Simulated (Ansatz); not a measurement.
# Ta2CN4: the cost of one run

Method: DFT PBE, scalar-relativistic, plane waves, PAW, unless a step names another level, in Ansatz 0.2.0.

3 further runs of the same task are left out: 2 that didn't finish, 1 set aside as unsound or not needed. Runs told in other sessions of the task aren't counted.

### 1 The structure to begin with

Symmetry: Immm, No. 71, orthorhombic system. The conventional cell has a = 3.199 Å, b = 4.195 Å, c = 13.865 Å, α = 90.00°, β = 90.00°, γ = 90.00°. Ta (site symmetry mm2) has 6 N at 2.10 to 2.23 Å in its first shell of neighbours. Around C (site symmetry mmm) lie 2 N at 1.23 Å. Around N (site symmetry mm2) lie 4 Ta at 2.10 to 2.12 Å. N (site symmetry mm2) has 1 C at 1.23 Å in its first shell of neighbours.

As a file:

```
Ta C N
1.0
    -1.59946    2.09753    6.93241
     1.59946   -2.09753    6.93241
     1.59946    2.09753   -6.93241
Ta C N
2 1 4
Direct
  0.79960 0.29960 0.50000
  0.20040 0.70040 0.50000
  0.00000 0.00000 0.00000
  0.69936 0.69936 0.00000
  0.30064 0.30064 0.00000
  0.91159 0.91159 0.00000
  0.08841 0.08841 0.00000
```

It came out lowest among 23 distinct ends of the trial cells. At a tolerance of 0.05 Å it has space group Immm (No. 71).

### 2 A stricter relaxation, on the response runs' mesh and smearing

Contents of input.yaml:

```yaml
crystal:
  lattice:
    - [-1.5994575223, 2.0975256769, 6.9324083056]
    - [1.5994575223, -2.0975256769, 6.9324083056]
    - [1.5994575223, 2.0975256769, -6.9324083056]
  atoms:
    - { symbol: Ta, position: [0.7995991569, 0.2995991569, 0.5] }
    - { symbol: Ta, position: [0.2004008431, 0.7004008431, 0.5] }
    - { symbol: C, position: [0.0, 0.0, 0.0] }
    - { symbol: "N", position: [0.6993568131, 0.6993568131, 0.0] }
    - { symbol: "N", position: [0.3006431869, 0.3006431869, 0.0] }
    - { symbol: "N", position: [0.9115887349, 0.9115887349, 0.0] }
    - { symbol: "N", position: [0.0884112651, 0.0884112651, 0.0] }
basis:
  ecutwfc: 420
kpoints:
  mp_grid: { grid: [12, 12, 12] }
hamiltonian:
  xc: pbe
scf:
  occupations: { method: gaussian, width: 0.1 }
output:
  forces: true
  stress: true
  eigenvalues: true
relax:
  adjacent_minimum: "off"
  f_tol: 0.001
  max_steps: 60
  cell: { stress_tol: 0.01 }
```

Launch:

```bash
> ansatz run input.yaml --threads 3 --pin off --max-ram 7680MiB --backend cpu --events-out ev --progress --plain --runs-dir out
```

What time and memory should one allow on 3 threads of Arm Neoverse V2, shared host?

About 92 s, with a peak of 0.86 GiB.
